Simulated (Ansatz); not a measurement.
# ClFH4O2Si2: one species, many methods

How much do the methods differ for ClFH4O2Si2? The plan is to run it at one geometry with functionals of several rungs and with coupled cluster, and see how far each lands from CCSD(T) at the basis-set limit for the atomisation energy.

The runs use Ansatz 0.2.0, Gaussian basis; functionals in def2-TZVPP, the program's frozen cores in correlated methods.

Levels to be run: PBE-D4, r2SCAN-D4, PBE0-D4, B3LYP-D4, ωB97X-V, ωB97M-V, B2PLYP; CCSD(T)/def2-TZVPP; MP2/def2-QZVPP; extrapolation to the limit.

## Step 1: The geometry

An earlier PBE0-D4 in a triple-zeta def2 set relaxation fixed the geometry.

SMILES `O[Si](F)(Cl)O[SiH3]`, 10 atoms, charge 0, spin multiplicity 1.

Atoms are counted from 1 here; the program's logs count them from 0.

Bond lengths: O1–Si2 1.614 Å, O1–H7 0.959 Å, Si2–F3 1.583 Å, Si2–Cl4 2.021 Å, Si2–O5 1.605 Å, O5–Si6 1.646 Å, Si6–H8 1.483 Å, Si6–H9 1.482 Å, Si6–H10 1.483 Å. Angles: Si2–O1–H7 118.6°, O1–Si2–F3 110.5°, O1–Si2–Cl4 107.4°, O1–Si2–O5 111.9°, F3–Si2–Cl4 107.7°, F3–Si2–O5 107.9°, Cl4–Si2–O5 111.5°, Si2–O5–Si6 148.1°, O5–Si6–H8 109.7°, O5–Si6–H9 107.4°, O5–Si6–H10 109.5°, H8–Si6–H9 110.3°, H8–Si6–H10 109.9°, H9–Si6–H10 110.0°.

## Step 2: PBE-D4 (GGA)

in.yaml reads:

```yaml
crystal:
  periodic: [false, false, false]
  atoms:
    - {symbol: O, position_ang: [-0.451791, -2.453167, -0.431577]}
    - {symbol: Si, position_ang: [0.131066, -1.219914, 0.430976]}
    - {symbol: F, position_ang: [-0.394979, -1.289078, 1.922048]}
    - {symbol: Cl, position_ang: [2.142327, -1.414169, 0.479800]}
    - {symbol: O, position_ang: [-0.308238, 0.197026, -0.180464]}
    - {symbol: Si, position_ang: [0.003304, 1.804469, -0.345135]}
    - {symbol: H, position_ang: [-1.378816, -2.445803, -0.675446]}
    - {symbol: H, position_ang: [1.440821, 2.005804, -0.648887]}
    - {symbol: H, position_ang: [-0.831779, 2.305283, -1.461682]}
    - {symbol: H, position_ang: [-0.351915, 2.509561, 0.910358]}
basis:
  gaussian: {orbitals: def2-TZVPP}
hamiltonian: {xc: pbe, dispersion: d4}
output: {forces: true, orbitals: {seedname: orbitals}}
```

Launch:

```
$ ansatz run in.yaml --threads 2 --pin off --events-out ev --progress --plain --max-ram 31744MiB --backend cuda --devices 0, --max-vram 18GiB
```

The runs that follow: r2SCAN-D4 (meta-GGA); PBE0-D4 (hybrid); B3LYP-D4 (hybrid); ωB97X-V (range-separated); ωB97M-V (range-separated); B2PLYP (double hybrid); CCSD(T) in def2-TZVPP; MP2 in def2-QZVPP.

Q: Predict the results of all the runs planned. Wanted: atomisation energy, CCSD(T)/CBS; farthest; mean size of error, hybrid; mean size of error, range-separated; gap, smallest and largest; T1 diagnostic; triples share of the correlation energy.

As calculated:

```
                               quantity                                 value
        atomisation energy, CCSD(T)/CBS                         3889.1 kJ/mol
 functionals within 19.4 kJ/mol (0.5 %)                      ωB97X-V, ωB97M-V
                               farthest                PBE0-D4 (-91.5 kJ/mol)
             mean size of error, hybrid                           77.3 kJ/mol
    mean size of error, range-separated                           13.8 kJ/mol
              gap, smallest and largest  6.80 eV (PBE-D4), 13.64 eV (ωB97X-V)
                          T1 diagnostic                                0.0109
triples share of the correlation energy                                 3.3 %
```

What this shows: PBE-D4 misses by -27.3 kJ/mol. Double hybrids carry the basis error of their MP2 part in triple zeta, and no dispersion term here, so their miss is partly the set-up's. The reference freezes the cores and leaves out relativity and excitations past (T), so misses under about 19.4 kJ/mol can't be ranked. Hartree-Fock recovers 73 % of the binding; the rest is correlation. The gap grows from 6.8 to 13.6 eV across the functionals, mostly with the share of exact exchange.
